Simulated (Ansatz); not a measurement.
# GeICl2 radical: a ladder of functionals and wavefunction methods

One table from this session's results is given with a row withheld; the runs are named, their logs left out.

Method: functionals in def2-TZVPP, the program's frozen cores in correlated methods; program: Ansatz 0.2.0, Gaussian basis.

Levels to be run: LDA (SPW92), PBE-D4, revPBE-D4, BLYP-D4, r2SCAN-D4, B97M-V, PBE0-D4, B3LYP-D4, r2SCANh-D4, r2SCAN0-D4, HSE06-D4, BHLYP-D4, CAM-B3LYP-D4, LC-ωPBE, ωB97X-V, ωB97M-V, B2PLYP, PBE-QIDH; CCSD(T)/def2-SVP; CCSD(T)/def2-TZVPP; MP2/def2-QZVPP; extrapolation to the limit; RPA on PBE.

## The geometry

All runs share one geometry, relaxed beforehand with PBE0-D4 in a triple-zeta def2 set. I takes the def2 core potential; no spin-orbit term is included.

SMILES `[Cl][Ge]([Cl])[I]`, 4 atoms, charge 0, spin multiplicity 2.

Atoms are counted from 1 here; the program's logs count them from 0.

Bond lengths: Cl1–Ge2 2.154 Å, Ge2–Cl3 2.154 Å, Ge2–I4 2.525 Å. Angles: Cl1–Ge2–Cl3 106.8°, Cl1–Ge2–I4 110.1°, Cl3–Ge2–I4 110.1°.

As a file:

```xyz
4
charge 0, multiplicity 2
Cl    0.4538    0.4535    1.9593
Ge   -0.3836   -0.4073    0.1706
Cl    1.1934   -1.5239   -0.7824
I    -1.2081    1.4174   -1.3678
```

Set-up of the first run:

Input file in.yaml:

```yaml
crystal:
  periodic: [false, false, false]
  atoms:
    - {symbol: Cl, position_ang: [0.453806, 0.453511, 1.959301]}
    - {symbol: Ge, position_ang: [-0.383591, -0.407345, 0.170624]}
    - {symbol: Cl, position_ang: [1.193352, -1.523865, -0.782427]}
    - {symbol: I, position_ang: [-1.208067, 1.417399, -1.367798]}
basis:
  gaussian: {orbitals: def2-TZVPP}
magnetization: {spin_polarized: true, initial_magnetization: 1}
hamiltonian: {xc: lda}
output: {orbitals: {seedname: orbitals}}
```

Steps of the session up to this table: LDA; PBE-D4 (GGA); revPBE-D4 (GGA); BLYP-D4 (GGA); r2SCAN-D4 (meta-GGA); B97M-V (meta-GGA); PBE0-D4 (hybrid); B3LYP-D4 (hybrid); r2SCANh-D4 (hybrid); r2SCAN0-D4 (hybrid); HSE06-D4 (hybrid); BHLYP-D4 (hybrid); CAM-B3LYP-D4 (range-separated); LC-ωPBE-D4 (range-separated; the results give it without D4); ωB97X-V (range-separated); ωB97M-V (range-separated); B2PLYP (double hybrid); PBE-QIDH (double hybrid).

One of the session's tables, all rows but one given; the rest of the session is left out.

It belongs to the step «Orbital energies across the functionals». 

| functional | HOMO (eV) | LUMO (eV) | gap (eV) |
| --- | --- | --- | --- |
| LDA (SPW92) | -6.22 | -5.62 | 0.60 |
| PBE-D4 | -6.11 | -5.27 | 0.84 |
| revPBE-D4 | -6.07 | -5.15 | 0.93 |
| BLYP-D4 | -5.92 | -5.23 | 0.69 |
| r2SCAN-D4 | -6.51 | -5.05 | 1.46 |
| B97M-V | -6.37 | -5.19 | 1.18 |
| PBE0-D4 | -7.22 | -4.50 | 2.72 |
| B3LYP-D4 | ? | ? | ? |
| r2SCANh-D4 | -6.91 | -4.76 | 2.15 |
| r2SCAN0-D4 | -7.51 | -4.32 | 3.20 |
| HSE06-D4 | -6.84 | -4.87 | 1.97 |
| BHLYP-D4 | -8.15 | -3.72 | 4.43 |
| CAM-B3LYP-D4 | -8.38 | -3.64 | 4.74 |
| LC-ωPBE | -9.71 | -2.38 | 7.33 |
| ωB97X-V | -9.26 | -2.68 | 6.58 |
| ωB97M-V | -9.11 | -2.75 | 6.37 |

Estimate the missing values for B3LYP-D4.

Worked estimate for «HOMO (eV)». Against the share of exact exchange, BLYP-D4 (0, -5.92), BHLYP-D4 (0.5, -8.15) give a slope of -4.46 per unit share; at 0.2 the line stands at -6.81.

**Answer.** HOMO (eV): -6.96; LUMO (eV): -4.82; gap (eV): 2.14. In «HOMO (eV)» the line misses by +0.15.
